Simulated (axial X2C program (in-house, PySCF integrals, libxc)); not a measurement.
**WC: bond curves with and without spin–orbit coupling**

What are the state, bond length, wavenumber and bond energy of WC, and what does spin–orbit coupling change?

Program: an in-house X2C program for linear molecules on PySCF integrals. Level of theory: all-electron X2C, W dyall-cv3z, C dyall-v3z. These are calculated values, not measurements.

## 1. Set-up

File task.json:

```json
{
 "zs": [
  74,
  6
 ],
 "q": 0,
 "bas": [
  "dyall-cv3z",
  "dyall-v3z"
 ],
 "levels": [
  "PBE0",
  "HF",
  "TPSSh"
 ],
 "cc": true,
 "r0": 1.87,
 "thr": -2.0,
 "nmax": 110,
 "npts": 10,
 "nst": 2,
 "ntry": 8
}
```

Keys: zs atomic numbers; q charge; bas basis sets; levels methods (HF also brings MP2); cc coupled cluster on or off; r0 starting distance in Å; thr threshold in hartree for freezing inner shells (an s shell follows its p shell); nmax most natural virtual spinors; npts points asked for on the curve; nst determinants followed; ntry starts of the search.

Launch:

```sh
> python so2c.py task.json out
```

Spin-free means the one-electron spin-free X2C Hamiltonian; two-component (2c) means X2C with spin–orbit coupling and atomic mean-field two-electron Coulomb and Gaunt terms. Basis: W dyall-cv3z contracted to [13s14p9d7f4g], C dyall-v3z contracted to [7s6p2d1f]; Gaussian nuclei, density fitting. Masses: W 183.951 u, C 12.000 u.

Notation: σ, π±, δ± give the projection m of an orbital's angular momentum (0, ±1, ±2), α and β its spin, Λ and M_S the sums; ω is the projection of a spinor's total angular momentum and Ω the sum. Logs are in hartree.

The results follow Hamiltonian by Hamiltonian and level by level.

## 2. Search for the lowest determinant

PBE0 moves the distance from 1.870 Å to 1.698 Å and compares determinants there.

Spin-free determinants:

```csv
ΔE (eV),state,open shells
0.00,"M_S = 1, Λ = 2","beyond closed shells: σα, δ+α"
0.08,"M_S = 2, Λ = 0","beyond closed shells: 2 × σα, δ+α, δ-α"
0.12,"M_S = 1, Λ = 0","beyond closed shells: δ+α, δ-α"
0.48,"M_S = 0, Λ = 2","beyond closed shells: σα, δ+β"
0.66,"M_S = 0, Λ = 0",closed shell
0.71,"M_S = 2, Λ = 1","beyond closed shells: σα, π+α, π+β, π-α, δ+α, δ-α"
1.17,"M_S = 1, Λ = 1","beyond closed shells: σα, π+α, π+β, π-β, δ+α, δ-α"
```

Two-component determinants:

```
ΔE (eV)  state                                           open shells
   0.00  Ω = 1               excess of +ω over −ω: ω = -1/2, ω = 3/2
   0.34  Ω = 2  excess of +ω over −ω: 2 × ω = 1/2, ω = -3/2, ω = 5/2
   0.38  Ω = 1               excess of +ω over −ω: ω = -3/2, ω = 5/2
   0.47  Ω = 2                excess of +ω over −ω: ω = 1/2, ω = 3/2
   0.49  Ω = 3                excess of +ω over −ω: ω = 1/2, ω = 5/2
   0.87  Ω = 0                                          closed shell
   1.00  Ω = 2               excess of +ω over −ω: ω = -1/2, ω = 5/2
```

## 3. PBE0, spin-free

State followed: M_S = 1, Λ = 2 (beyond closed shells: σα, δ+α). The scan is laid around 1.699 Å, a first estimate of the minimum, and this SCF restarts from the orbitals of the search.

Output at 1.699 Å:

```text
spin-free X2C-1e  PBE0
basis functions 227  fitting functions 1148  grid points 5077
iter        total energy     max residual
   1     -16181.447237216     3.86e+00
   2     -16181.481529544     1.60e-03
   3     -16181.481531590     3.66e-04
   4     -16181.481528268     6.94e-04
   5     -16181.481531745     4.75e-04
   6     -16181.481534450     3.60e-05
   7     -16181.481534470     1.34e-05
   8     -16181.481534475     3.72e-06
   9     -16181.481534478     2.70e-06
  10     -16181.481534479     5.72e-07
converged
one-electron -22478.06845758  Coulomb 6492.14168086  exact exchange -82.12033249  xc functional -251.72440858  nuclear repulsion 138.28998331
```

Along the bond, energies from the lowest point:

| R (Å) | E (eV) | μ (D) | HOMO (eV) | LUMO (eV) | iterations |
| --- | --- | --- | --- | --- | --- |
| 1.478 | 1.5391 | -3.27 | -5.88 | -3.43 | 15 |
| 1.546 | 0.6232 | -3.67 | -6.01 | -3.54 | 14 |
| 1.597 | 0.2360 | -3.93 | -6.08 | -3.63 | 15 |
| 1.648 | 0.0439 | -4.13 | -6.11 | -3.73 | 15 |
| 1.699 | 0.0000 | -4.27 | -6.11 | -3.84 | 10 |
| 1.758 | 0.0873 | -4.37 | -6.11 | -3.95 | 16 |
| 1.818 | 0.2810 | -4.40 | -6.12 | -4.04 | 16 |
| 1.894 | 0.6316 | -4.39 | -6.15 | -4.13 | 17 |
| 1.988 | 1.1334 | -4.31 | -6.16 | -4.25 | 17 |
| 2.124 | 1.8738 | -4.17 | -6.17 | -4.41 | 17 |

Dipoles are positive if C is the positive end.

Outer orbitals at the reference distance:

```csv
symmetry,occupied,ε (eV),atomic character
σβ,yes,-14.49,"53% C s, 22% W d, 12% W s"
σα,yes,-14.14,"52% C s, 23% W d, 13% W s"
π+α,yes,-7.53,"64% W d, 32% C p, 2% C d"
π-α,yes,-7.44,"63% W d, 32% C p, 2% C d"
π-β,yes,-7.16,"51% W d, 42% C p, 2% W p"
π+β,yes,-7.16,"51% W d, 42% C p, 2% W p"
σα,yes,-7.16,"46% W d, 36% W s, 10% C p"
δ+α,yes,-6.81,99% W d
σβ,yes,-6.32,"45% C p, 33% W d, 10% W p"
σα,yes,-6.11,"40% C p, 23% W s, 23% W p"
δ-α,no,-3.84,99% W d
σβ,no,-3.41,"63% W s, 14% W d, 11% C p"
δ-β,no,-2.24,99% W d
δ+β,no,-2.24,99% W d
```

PBE0 fields in the half plane through the axis: z from -2.4 to 3.9 Å across, distance from the axis 0.15 to 2.25 Å upwards; W lies at z = 0 and C at z = 1.699 Å; the ELF is damped to zero where the density is low.

log10 density (e/bohr³). Ten even steps from ' ' (-4.59 ) to '@' (1.80 ):
```
  ......::::::::::::::::::::::::......      
....::::::::--------------::::::::::....    
..::::::--------------------------::::....  
..::::------==================------::::....
::::----======++++++++============----::::..
::::----==++++******++++++++++++====----::..
::----====++**######**********++++====--::::
::----==++**##%%@@%%##****####**++++==--::::
```

ELF. Ten even steps from '0' (0.00 ) to '9' (0.94 ):
```
0001222222111000000000
0123333332222221110000
0234443322334443332000
1344433222346666654200
2344322332257778887520
3443334555357889998741
3443346534558548999862
4443356525557184999962
```

Re = 1.691 Å, ωe = 1037 cm⁻¹, Be = 0.5231 cm⁻¹, De = 4.79 eV, μ = -4.25 D.

## 4. HF, spin-free

The SCF at the reference distance of 1.699 Å:

```text
spin-free X2C-1e  HF
basis functions 227  fitting functions 1148  grid points 5077
iter        total energy     max residual
   1     -16176.118123371     1.00e+00
   2     -16176.162295639     2.02e-02
   3     -16176.164714212     2.14e-02
   4     -16176.167396810     6.84e-03
   5     -16176.169156293     8.49e-03
   6     -16176.170227605     6.12e-03
   7     -16176.172244454     5.93e-03
   8     -16176.176846968     4.95e-03
   9     -16176.183192485     3.71e-03
  10     -16176.180523038     4.34e-03
  11     -16176.182918989     1.87e-03
  12     -16176.183661540     6.99e-04
  13     -16176.183767343     5.23e-04
  14     -16176.183826095     4.75e-04
  15     -16176.183829374     3.56e-04
  16     -16176.183831911     1.17e-04
  17     -16176.183833331     2.99e-05
  18     -16176.183833361     1.90e-05
  19     -16176.183833390     6.57e-06
  20     -16176.183833394     2.41e-06
  21     -16176.183833395     7.52e-07
converged
one-electron -22478.70805777  Coulomb 6493.04135693  exact exchange -328.80711586  xc functional 0.00000000  nuclear repulsion 138.28998331
```

No constants are quoted: too few points lie around the minimum for a second fit to confirm the first.

## 5. TPSSh, spin-free

Output at 1.699 Å:

```text
spin-free X2C-1e  TPSSh
basis functions 227  fitting functions 1148  grid points 5077
iter        total energy     max residual
   1     -16181.221311486     3.22e-01
   2     -16181.222018460     1.46e-02
   3     -16181.212369663     2.64e-02
   4     -16181.216231491     2.47e-02
   5     -16181.223337841     8.62e-04
   6     -16181.223346137     2.45e-04
   7     -16181.223347915     9.39e-05
   8     -16181.223348572     7.40e-05
   9     -16181.223348876     6.29e-05
  10     -16181.223348947     4.16e-06
  11     -16181.223348949     2.39e-06
converged
one-electron -22476.41654344  Coulomb 6490.44994883  exact exchange -32.84294429  xc functional -300.70379336  nuclear repulsion 138.28998331
```

Re = 1.704 Å, ωe = 1006 cm⁻¹, Be = 0.5151 cm⁻¹, De = 4.99 eV, μ = -4.19 D.

## 6. Correlated methods, spin-free

Correlated methods: 10 electrons correlated (frozen shells, counted by type: W 5 s, 4 p, 2 d, 1 f; C 1 s), 286 virtual spinors in MP2, 110 natural virtuals in coupled cluster.

Output of the correlated part at 1.699 Å:

```text
correlated 10  virtual 286  natural virtual 110  E(MP2) -0.271313098  MP2 remainder -0.005668524
iter   CCSD correlation   residual
   1     -0.255650123   2.04e-01
   2     -0.271969384   1.19e-01
   3     -0.290317849   7.82e-02
   4     -0.296799125   3.29e-02
   5     -0.298342945   1.21e-02
   6     -0.298532449   5.34e-03
   7     -0.298648940   2.61e-03
   8     -0.298633456   1.22e-03
   9     -0.298620600   5.76e-04
  10     -0.298635588   2.25e-04
  11     -0.298633416   1.08e-04
  12     -0.298635570   5.29e-05
  13     -0.298633044   2.87e-05
  14     -0.298631320   1.56e-05
  15     -0.298630204   8.42e-06
  16     -0.298629310   4.63e-06
  17     -0.298629112   2.16e-06
  18     -0.298629062   1.16e-06
  19     -0.298629005   5.78e-07
  20     -0.298629022   3.04e-07
(T) -0.021064253  T1 0.1434  D1 0.2223  max T2 0.073
```

T1 in the output is the amplitude norm over the root of the electron number; divide by √2 for the Lee–Taylor value.

MP2: No constants are quoted: the reference is strongly spin-contaminated.

CCSD: No constants are quoted: the points don't follow one smooth fit.

CCSD(T): No constants are quoted: the points don't follow one smooth fit.

## 7. A higher determinant, spin-free

State: M_S = 2, Λ = 0 (beyond closed shells: 2 × σα, δ+α, δ-α).

Output at the reference distance:

```text
spin-free X2C-1e  PBE0
basis functions 227  fitting functions 1148  grid points 5077
iter        total energy     max residual
   1     -16181.445457925     3.82e+00
   2     -16181.478777717     1.56e-03
   3     -16181.478780084     3.21e-04
   4     -16181.478779972     3.67e-04
   5     -16181.478780942     2.53e-04
   6     -16181.478781740     6.02e-05
   7     -16181.478781774     1.15e-05
   8     -16181.478781776     6.58e-06
converged
one-electron -22480.20768083  Coulomb 6494.35308111  exact exchange -82.14362253  xc functional -251.77054285  nuclear repulsion 138.28998331
```

| R (Å) | E above the lowest PBE0 point (eV) |
| --- | --- |
| 1.478 | 2.234 |
| 1.546 | 1.090 |
| 1.597 | 0.549 |
| 1.648 | 0.226 |
| 1.699 | 0.075 |
| 1.758 | 0.069 |
| 1.818 | 0.198 |
| 1.894 | 0.491 |
| 1.988 | 0.937 |

Re = 1.730 Å, ωe = 1039 cm⁻¹, ωexe = 7.12 cm⁻¹, Be = 0.5 cm⁻¹, μ = -3.31 D. Te = 0.05 eV. As a difference of two determinants it need not be a gap between pure terms.

## 8. The spin-free curves together

Energy (eV) of the followed determinant, spin-free, from each level's lowest point:

| R (Å) | PBE0 | HF | MP2 (spin-contaminated) | CCSD | CCSD(T) | TPSSh |
| --- | --- | --- | --- | --- | --- | --- |
| 1.478 | 1.539 | 2.201 | 0.972 | n/a | n/a | 1.678 |
| 1.546 | 0.623 | 1.362 | 0.087 | 0.654 | 0.673 | 0.718 |
| 1.597 | 0.236 | 0.961 | 0.000 | 0.250 | 0.257 | 0.297 |
| 1.648 | 0.044 | 0.668 | 0.237 | 0.048 | 0.051 | 0.074 |
| 1.699 | 0.000 | 0.444 | 0.578 | 0.000 | 0.000 | 0.000 |
| 1.758 | 0.087 | 0.251 | 0.977 | 0.076 | 0.072 | 0.055 |
| 1.818 | 0.281 | 0.118 | 1.337 | 0.262 | 0.259 | 0.220 |
| 1.894 | 0.632 | 0.023 | 1.739 | 0.617 | 0.632 | 0.543 |
| 1.988 | 1.133 | 0.000 | 2.153 | n/a | n/a | 1.036 |
| 2.124 | 1.874 | 0.103 | 2.665 | n/a | n/a | 1.801 |

## 9. PBE0, 2c

State followed: Ω = 1 (excess of +ω over −ω: ω = -1/2, ω = 3/2). The scan is laid around 1.699 Å, a first estimate of the minimum, and this SCF restarts from the orbitals of the search.

The SCF at the reference distance of 1.699 Å:

```text
two-component X2C + atomic mean field  PBE0
basis functions 227  fitting functions 1148  grid points 5077
iter        total energy     max residual
   1     -16180.194845872     3.90e+00
   2     -16180.231597109     1.61e-03
   3     -16180.231599439     3.64e-04
   4     -16180.231599963     3.13e-04
   5     -16180.231599690     3.60e-04
   6     -16180.231601323     8.62e-05
   7     -16180.231601404     2.01e-05
   8     -16180.231601422     7.10e-06
   9     -16180.231601431     2.64e-06
  10     -16180.231601432     6.52e-07
converged
one-electron -22460.29988557  Coulomb 6489.56317995  exact exchange -82.09258980  xc functional -251.68380625  nuclear repulsion 138.28998331  atomic mean-field constant -14.00848307
```

Along the bond, energies from the lowest point:

| R (Å) | E (eV) | μ (D) | HOMO (eV) | LUMO (eV) | iterations |
| --- | --- | --- | --- | --- | --- |
| 1.478 | 1.5378 | -3.26 | -5.86 | -3.17 | 15 |
| 1.546 | 0.6249 | -3.66 | -6.00 | -3.28 | 14 |
| 1.597 | 0.2387 | -3.91 | -6.06 | -3.37 | 15 |
| 1.648 | 0.0461 | -4.11 | -6.09 | -3.48 | 15 |
| 1.699 | 0.0000 | -4.25 | -6.09 | -3.58 | 10 |
| 1.758 | 0.0826 | -4.34 | -6.09 | -3.68 | 16 |
| 1.818 | 0.2693 | -4.37 | -6.10 | -3.76 | 16 |
| 1.894 | 0.6073 | -4.35 | -6.13 | -3.85 | 17 |
| 1.988 | 1.0916 | -4.27 | -6.13 | -3.94 | 17 |
| 2.124 | 1.8101 | -4.14 | -6.13 | -4.08 | 19 |

Dipoles are positive if C is the positive end.

Outer spinors at the reference distance:

```csv
ω,occupied,ε (eV),atomic character,λ mixture
1/2,yes,-14.50,"53% C s, 22% W d, 12% W s",100% σ
-1/2,yes,-14.12,"51% C s, 23% W d, 13% W s",100% σ
1/2,yes,-7.64,"64% W d, 31% C p, 2% C d","98% π, 2% σ"
-1/2,yes,-7.38,"50% W d, 30% C p, 13% W s","63% π, 37% σ"
-3/2,yes,-7.36,"63% W d, 32% C p, 2% C d","99% π, 1% δ"
3/2,yes,-7.28,"75% W d, 21% C p","52% π, 48% δ"
-1/2,yes,-7.01,"47% W d, 24% W s, 22% C p","63% σ, 37% π"
3/2,yes,-6.88,"74% W d, 22% C p","51% δ, 49% π"
1/2,yes,-6.30,"46% C p, 32% W d, 10% W p","98% σ, 2% π"
-1/2,yes,-6.09,"39% C p, 23% W p, 23% W s",100% σ
-5/2,no,-3.58,99% W d,100% δ
1/2,no,-3.40,"63% W s, 14% W d, 11% C p",100% σ
-3/2,no,-2.46,96% W d,"97% δ, 3% π"
1/2,no,-2.19,"70% W p, 17% C p, 13% W d","98% π, 2% σ"
```

PBE0 fields in the half plane through the axis: z from -2.4 to 3.9 Å across, distance from the axis 0.15 to 2.25 Å upwards; W lies at z = 0 and C at z = 1.699 Å; the ELF is damped to zero where the density is low.

log10 density (e/bohr³). Ten even steps from '0' (-4.59 ) to '9' (1.80 ):
```
0111222222222222111000
1122223333333222221100
1222333333333333322110
1223334444444443332211
2233444555544444433221
2233455666555555443321
2334456777666665544322
2334557898766776554322
```

ELF. Ten even steps from '0' (0.00 ) to '9' (0.94 ):
```
0001222221111000000000
0123333222222221110000
0234443322334443332000
1344433222346666654200
2444322332257778887520
3443334555357889998741
4443346434558548999852
4443356525557184999962
```

Re = 1.693 Å, ωe = 1025 cm⁻¹, ωexe = 5.28 cm⁻¹, Be = 0.5224 cm⁻¹, De = 5.01 eV, μ = -4.24 D.

## 10. HF, 2c

Output at 1.699 Å:

```text
two-component X2C + atomic mean field  HF
basis functions 227  fitting functions 1148  grid points 5077
iter        total energy     max residual
   1     -16174.825564590     9.96e-01
   2     -16174.870147410     2.00e-02
   3     -16174.872756086     2.14e-02
   4     -16174.875518523     7.06e-03
   5     -16174.877439494     8.47e-03
   6     -16174.878635877     6.38e-03
   7     -16174.880949259     5.98e-03
   8     -16174.886492595     4.91e-03
   9     -16174.891928837     3.10e-03
  10     -16174.889682778     3.96e-03
  11     -16174.891650977     1.87e-03
  12     -16174.892395957     7.54e-04
  13     -16174.892543841     5.96e-04
  14     -16174.892603156     4.17e-04
  15     -16174.892610147     2.28e-04
  16     -16174.892611714     1.21e-04
  17     -16174.892613738     5.42e-05
  18     -16174.892614280     4.02e-05
  19     -16174.892614527     3.30e-05
  20     -16174.892614761     2.01e-05
  21     -16174.892614834     1.44e-05
  22     -16174.892614868     7.22e-06
  23     -16174.892614874     6.96e-06
  24     -16174.892614874     5.53e-06
  25     -16174.892614876     3.40e-06
  26     -16174.892614876     2.35e-06
converged
one-electron -22460.96536937  Coulomb 6490.48870236  exact exchange -328.69744811  xc functional 0.00000000  nuclear repulsion 138.28998331  atomic mean-field constant -14.00848307
```

No constants are quoted: too few points lie around the minimum for a second fit to confirm the first.

## 11. TPSSh, 2c

The SCF at the reference distance of 1.699 Å:

```text
two-component X2C + atomic mean field  TPSSh
basis functions 227  fitting functions 1148  grid points 5077
iter        total energy     max residual
   1     -16179.957732763     3.21e-01
   2     -16179.958459188     1.46e-02
   3     -16179.948875679     2.62e-02
   4     -16179.952767957     2.45e-02
   5     -16179.959776923     9.01e-04
   6     -16179.959786026     2.39e-04
   7     -16179.959787914     1.06e-04
   8     -16179.959788692     7.49e-05
   9     -16179.959789040     6.48e-05
  10     -16179.959789116     4.37e-06
  11     -16179.959789118     3.00e-06
converged
one-electron -22458.64787649  Coulomb 6487.87125556  exact exchange -32.83183461  xc functional -300.63283381  nuclear repulsion 138.28998331  atomic mean-field constant -14.00848307
```

Re = 1.706 Å, ωe = 997 cm⁻¹, Be = 0.5144 cm⁻¹, De = 5.22 eV, μ = -4.18 D.

## 12. MP2 and beyond, 2c

Correlated methods: 10 electrons correlated (frozen shells, counted by type: W 5 s, 4 p, 2 d, 1 f; C 1 s), 286 virtual spinors in MP2, 110 natural virtuals in coupled cluster.

Output of the correlated part at 1.699 Å:

```text
correlated 10  virtual 286  natural virtual 110  E(MP2) -0.268504528  MP2 remainder -0.005789524
iter   CCSD correlation   residual
   1     -0.253902856   2.01e-01
   2     -0.269857517   1.18e-01
   3     -0.287989683   7.84e-02
   4     -0.294540246   3.42e-02
   5     -0.296277463   1.39e-02
   6     -0.296529116   6.99e-03
   7     -0.296704069   3.88e-03
   8     -0.296693592   2.07e-03
   9     -0.296684052   1.13e-03
  10     -0.296709674   5.96e-04
  11     -0.296706945   3.46e-04
  12     -0.296717268   1.85e-04
  13     -0.296712686   9.65e-05
  14     -0.296710573   5.24e-05
  15     -0.296708305   2.94e-05
  16     -0.296706539   1.56e-05
  17     -0.296705923   8.03e-06
  18     -0.296705748   4.69e-06
  19     -0.296705521   2.78e-06
  20     -0.296705554   1.72e-06
  21     -0.296705490   1.10e-06
  22     -0.296705481   6.64e-07
(T) -0.020890633  T1 0.1457  D1 0.2305  max T2 0.067
```

MP2: No constants are quoted: the reference is strongly spin-contaminated.

CCSD: Re = 1.699 Å, ωe = 1000 cm⁻¹, Be = 0.5182 cm⁻¹, De = 4.45 eV. T1 at Re = 0.103 (Lee–Taylor, the printed value over √2).

CCSD(T): No constants are quoted: the points don't follow one smooth fit.

## 13. A higher determinant, 2c

State: Ω = 2 (excess of +ω over −ω: 2 × ω = 1/2, ω = -3/2, ω = 5/2).

Output at the reference distance:

```text
two-component X2C + atomic mean field  PBE0
basis functions 227  fitting functions 1148  grid points 5077
iter        total energy     max residual
   1     -16180.183661474     3.86e+00
   2     -16180.219319571     1.57e-03
   3     -16180.219321454     3.55e-04
   4     -16180.219322263     2.54e-04
   5     -16180.219322475     2.39e-04
   6     -16180.219323166     7.37e-05
   7     -16180.219323216     1.38e-05
   8     -16180.219323220     8.99e-06
   9     -16180.219323223     2.66e-06
  10     -16180.219323223     5.15e-07
converged
one-electron -22462.23733296  Coulomb 6491.57814227  exact exchange -82.11510876  xc functional -251.72652402  nuclear repulsion 138.28998331  atomic mean-field constant -14.00848307
```

| R (Å) | E above the lowest PBE0 point (eV) |
| --- | --- |
| 1.478 | 2.477 |
| 1.546 | 1.340 |
| 1.597 | 0.804 |
| 1.648 | 0.483 |
| 1.699 | 0.334 |
| 1.758 | 0.329 |
| 1.818 | 0.456 |
| 1.894 | 0.744 |
| 1.988 | 1.184 |

Re = 1.730 Å, ωe = 1032 cm⁻¹, ωexe = 7.27 cm⁻¹, Be = 0.5 cm⁻¹, μ = -3.30 D. Te = 0.31 eV. As a difference of two determinants it need not be a gap between pure terms.

## 14. The 2c curves together

Energy (eV) of the followed determinant, 2c, from each level's lowest point:

| R (Å) | PBE0 | HF | MP2 (spin-contaminated) | CCSD | CCSD(T) | TPSSh |
| --- | --- | --- | --- | --- | --- | --- |
| 1.478 | 1.538 | 2.272 | 0.917 | n/a | n/a | 1.675 |
| 1.546 | 0.625 | 1.429 | 0.065 | 0.664 | 0.683 | 0.718 |
| 1.597 | 0.239 | 1.019 | 0.000 | 0.264 | 0.272 | 0.299 |
| 1.648 | 0.046 | 0.713 | 0.225 | 0.059 | 0.062 | 0.075 |
| 1.699 | 0.000 | 0.478 | 0.540 | 0.000 | 0.000 | 0.000 |
| 1.758 | 0.083 | 0.274 | 0.907 | 0.064 | 0.060 | 0.051 |
| 1.818 | 0.269 | 0.133 | 1.240 | 0.236 | 0.234 | 0.210 |
| 1.894 | 0.607 | 0.030 | 1.613 | 0.565 | 0.580 | 0.524 |
| 1.988 | 1.092 | 0.000 | 2.002 | n/a | n/a | 1.003 |
| 2.124 | 1.810 | 0.098 | 2.491 | n/a | n/a | 1.749 |

Time for the job: 6.5 min (1 thread of Arm Neoverse V2, shared host); peak memory 0.96 GiB.

## 15. Constants

Lowest determinant that the search found at its distance, spin-free: M_S = 1, Λ = 2 (beyond closed shells: σα, δ+α).

Lowest determinant that the search found at its distance, 2c: Ω = 1 (excess of +ω over −ω: ω = -1/2, ω = 3/2).

```csv
Hamiltonian,level,Re (Å),ωe (cm⁻¹),De (eV),μ (D)
spin-free,PBE0,1.691,1037,4.79,-4.25
spin-free,TPSSh,1.704,1006,4.99,-4.19
2c,PBE0,1.693,1025,5.01,-4.24
2c,CCSD,1.699,1000,4.45,n/a
2c,TPSSh,1.706,997,5.22,-4.18
```

Dipoles are positive if C is the positive end. No constants: spin-free HF (too few points lie around the minimum for a second fit to confirm the first); spin-free MP2 (the reference is strongly spin-contaminated); spin-free CCSD (the points don't follow one smooth fit); spin-free CCSD(T) (the points don't follow one smooth fit); 2c HF (too few points lie around the minimum for a second fit to confirm the first); 2c MP2 (the reference is strongly spin-contaminated); 2c CCSD(T) (the points don't follow one smooth fit).

Time per point (s) on 1 thread of Arm Neoverse V2, shared host (2c runs; CCSD comes with the CCSD(T) run); the times are rough: PBE0 1.5, TPSSh 2.

What this shows: At PBE0, going from spin-free to two-component changes Re by +1 mÅ, ωe by -1.1 %, which is small (part of it comes from the scalar share of the two-electron terms). It costs about 1.6 times the time. De moves by +0.23 eV; both De rest on single-determinant atoms, which can miss part of an open shell's spin–orbit lowering.

De refers to W + C, each in the lowest determinant found, which need not be this curve's own limit. The state is a single determinant with fixed occupations, the lowest that a limited PBE0 search found. De is counted from the lowest determinant-based energies of the atoms at the same level, without counterpoise correction. Density functionals use the spin component along the axis (collinear). CCSD and (T) use frozen natural virtuals with an MP2 correction for the truncation. The meta-GGAs lack a current-density term, which matters for open shells with orbital currents, atoms included. With several unpaired electrons one determinant need not be a pure state. The spin-free determinant is spin-contaminated at some levels. T1 at Re is 0.103 (Lee–Taylor), above the customary mark of 0.02.
